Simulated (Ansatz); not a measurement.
# NaBr (triplet): the correlation ladder, 6-31G

Aim: climb from Hartree-Fock through coupled cluster for NaBr (triplet) at one geometry and basis, and see what each rung misses.

Program: Ansatz 0.2.0, Gaussian basis. Level of theory: 6-31G, core rule «outside noble gas», up to 19 orbitals frozen. These are calculated values, not measurements.

Plan: UHF; CCSD(T) on ROHF; CCSD(T) on UHF; BCCD(T) on ROHF; CISD; CCSDT(Q) on ROHF; CCSDT(Q) on UHF; CISDTQ.

16 further runs of the same task are left out: 7 for a known fault of the program, 4 that didn't finish, 5 set aside as unsound or not needed.

### Step 1. The system

The geometry is a PBE0/def2-TZVP stationary point (not a proven minimum) of the parent state, kept for this charge and spin. No spin-orbit coupling is included. The filled d shell of Br may be among the frozen orbitals whatever the setting's name suggests; the logs give the count.

2 atoms, charge 0, spin multiplicity 3.

Atoms are counted from 1 here; the program's logs count them from 0.

Bond lengths: Br1–Na2 2.507 Å.

Coordinates:

```xyz
2
BrNa
Br    0.0000    0.0000    0.0000
Na    0.0000    0.0000    2.5068
```

### Step 2. UHF

File in.yaml:

```yaml
crystal:
  periodic: [false, false, false]
  atoms:
    - {symbol: Br, position_ang: [0.000000, 0.000000, 0.000000]}
    - {symbol: Na, position_ang: [0.000000, 0.000000, 2.506800]}
basis:
  gaussian: {orbitals: 6-31G}
magnetization: {spin_polarized: true, initial_magnetization: 2}
hamiltonian: {xc: hf}
output: {orbitals: {seedname: orbitals}}
```

On the command line:

```bash
$ ansatz run in.yaml --threads 1 --pin off --events-out ev --progress --plain --max-ram 2393MiB
```

After this run come: CCSD(T) on ROHF; CCSD(T) on UHF; BCCD(T) on ROHF; CISD; CCSDT(Q) on ROHF; CCSDT(Q) on UHF; CISDTQ.

Q: Predict the results of all the runs planned. Wanted: UCCSDT(Q) below the RHF energy; RMP2 from UCCSDT(Q); UMP2 from UCCSDT(Q); RCCSD from UCCSDT(Q); RCCSD(T) from UCCSDT(Q); UCCSD(T) from UCCSDT(Q); RCCSDT(Q) from UCCSDT(Q); T1 diagnostic.

As calculated:

| quantity | value |
| --- | --- |
| UCCSDT(Q) below the RHF energy | -0.9049 eV |
| RMP2 from UCCSDT(Q) | +166.1 meV |
| UMP2 from UCCSDT(Q) | +163.9 meV |
| RCCSD from UCCSDT(Q) | +14.5 meV |
| RCCSD(T) from UCCSDT(Q) | +3.1 meV |
| UCCSD(T) from UCCSDT(Q) | +2.1 meV |
| RCCSDT(Q) from UCCSDT(Q) | +1.0 meV |
| levels within 1 kcal/mol (43 meV) | CISD, RCCSD, UCCSD, RCCSD(T), UCCSD(T), BCCD(T), RCCSDT, UCCSDT, CISDTQ, RCCSDT(Q) |
| T1 diagnostic | 0.009 |

What this shows: RCCSD(T) misses by +3.1 meV, 0.3 % of the correlation energy. These misses are within one basis, not against nature; the frozen cores of restricted and unrestricted runs differ, which can shift their rows.
